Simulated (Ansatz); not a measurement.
# CH3BClNOTe: one species, many methods

How much do the methods differ for CH3BClNOTe? The plan is to run it at one geometry with functionals of several rungs and with coupled cluster. The yardstick is the atomisation energy at the CCSD(T) limit.

Program: Ansatz 0.2.0, Gaussian basis. Level of theory: functionals in def2-TZVPP, the program's frozen cores in correlated methods. These are calculated values, not measurements.

Levels to be run: LDA (SPW92), PBE-D4, revPBE-D4, BLYP-D4, r2SCAN-D4, B97M-V, PBE0-D4, B3LYP-D4, r2SCANh-D4, r2SCAN0-D4, HSE06-D4, BHLYP-D4, CAM-B3LYP-D4, LC-ωPBE, ωB97X-V, ωB97M-V, B2PLYP, PBE-QIDH; CCSD(T)/def2-SVP; CCSD(T)/def2-TZVPP; MP2/def2-QZVPP; extrapolation to the limit; RPA on PBE.

## (1) The geometry

An earlier PBE0-D4 in a triple-zeta def2 set relaxation fixed the geometry. Te takes the def2 core potential; no spin-orbit term is included.

9 atoms, charge 0, spin multiplicity 1.

Atoms are counted from 1 here; the program's logs count them from 0.

Bond lengths: O1–C2 1.396 Å, O1–H7 0.962 Å, C2–Te3 2.166 Å, C2–N4 1.433 Å, C2–B5 1.551 Å, Te3–H8 1.661 Å, N4–B5 1.351 Å, N4–H9 1.007 Å, B5–Cl6 1.718 Å. Angles: C2–O1–H7 108.0°, O1–C2–Te3 112.6°, O1–C2–N4 112.8°, O1–C2–B5 122.1°, Te3–C2–N4 119.6°, Te3–C2–B5 122.4°, N4–C2–B5 53.6°, C2–Te3–H8 93.2°, C2–N4–B5 67.6°, C2–N4–H9 134.3°, B5–N4–H9 158.0°, C2–B5–N4 58.7°, C2–B5–Cl6 155.9°, N4–B5–Cl6 145.3°.

## (2) LDA

This LDA is Slater exchange with PW92 correlation.

Contents of in.yaml:

```yaml
crystal:
  periodic: [false, false, false]
  atoms:
    - {symbol: O, position_ang: [-0.217935, -1.281768, 0.819727]}
    - {symbol: C, position_ang: [-0.108505, -0.180951, -0.031032]}
    - {symbol: Te, position_ang: [0.848615, -0.675005, -1.909728]}
    - {symbol: N, position_ang: [0.263625, 1.019461, 0.658439]}
    - {symbol: B, position_ang: [-0.984180, 1.087185, 0.146271]}
    - {symbol: Cl, position_ang: [-2.399731, 2.049850, -0.003438]}
    - {symbol: H, position_ang: [-0.562683, -2.019636, 0.307394]}
    - {symbol: H, position_ang: [2.165648, -1.361343, -1.166075]}
    - {symbol: H, position_ang: [1.083649, 1.315907, 1.161342]}
basis:
  gaussian: {orbitals: def2-TZVPP}
hamiltonian: {xc: lda}
output: {orbitals: {seedname: orbitals}}
```

The run is started by

```bash
$ ansatz run in.yaml --threads 4 --pin off --events-out ev --progress --plain --max-ram 10444MiB
```

The runs that follow: PBE-D4 (GGA); revPBE-D4 (GGA); BLYP-D4 (GGA); r2SCAN-D4 (meta-GGA); B97M-V (meta-GGA); PBE0-D4 (hybrid); B3LYP-D4 (hybrid); r2SCANh-D4 (hybrid); r2SCAN0-D4 (hybrid); HSE06-D4 (hybrid); BHLYP-D4 (hybrid); CAM-B3LYP-D4 (range-separated); LC-ωPBE (range-separated); ωB97X-V (range-separated); ωB97M-V (range-separated); B2PLYP (double hybrid); PBE-QIDH (double hybrid); CCSD(T) in def2-SVP; CCSD(T) in def2-TZVPP; MP2 in def2-QZVPP; RPA on PBE orbitals.

Q: Predict the results of all the runs planned. Wanted: atomisation energy, CCSD(T)/CBS; farthest beyond LDA; mean size of error, GGA; mean size of error, meta-GGA; mean size of error, hybrid; mean size of error, range-separated; mean size of error, double hybrid; gap, smallest and largest; T1 diagnostic.

The runs gave:

| quantity | value |
| --- | --- |
| atomisation energy, CCSD(T)/CBS | 3179.2 kJ/mol |
| functionals within 31.8 kJ/mol (1.0 %) | r2SCAN-D4, B97M-V, B3LYP-D4, r2SCANh-D4, CAM-B3LYP-D4, LC-ωPBE, ωB97X-V, ωB97M-V, PBE-QIDH |
| farthest beyond LDA | PBE-D4 (+167.2 kJ/mol) |
| mean size of error, GGA | 84.2 kJ/mol |
| mean size of error, meta-GGA | 24.9 kJ/mol |
| mean size of error, hybrid | 56.6 kJ/mol |
| mean size of error, range-separated | 10.7 kJ/mol |
| mean size of error, double hybrid | 29.3 kJ/mol |
| gap, smallest and largest | 3.61 eV (BLYP-D4), 10.27 eV (LC-ωPBE) |
| T1 diagnostic | 0.0126 |
| triples share of the correlation energy | 3.8 % |

LDA overbinds by 670.4 kJ/mol (21 %). PBE-D4 misses by +167.2 kJ/mol. Double hybrids carry the basis error of their MP2 part in triple zeta, and no dispersion term here, so their miss is partly the set-up's. The rungs range-separated, meta-GGA, double hybrid miss on average by less than the doubt on the reference (31.8 kJ/mol), so they tie. The reference freezes the cores and leaves out spin-orbit coupling and excitations past (T), and its outer-core shells are covered unevenly, so misses under about 31.8 kJ/mol can't be ranked. All levels share the lack of spin-orbit coupling, which lowers the free heavy atoms and so the true binding. Hartree-Fock recovers 64 % of the binding; the rest is correlation. CCSD(T) in def2-SVP is off by -227.8 kJ/mol, which most functionals beat. The gap grows from 3.6 to 10.3 eV across the functionals, mostly with the share of exact exchange. Correlated methods include outer-core shells of Te, which these sets cover unevenly.
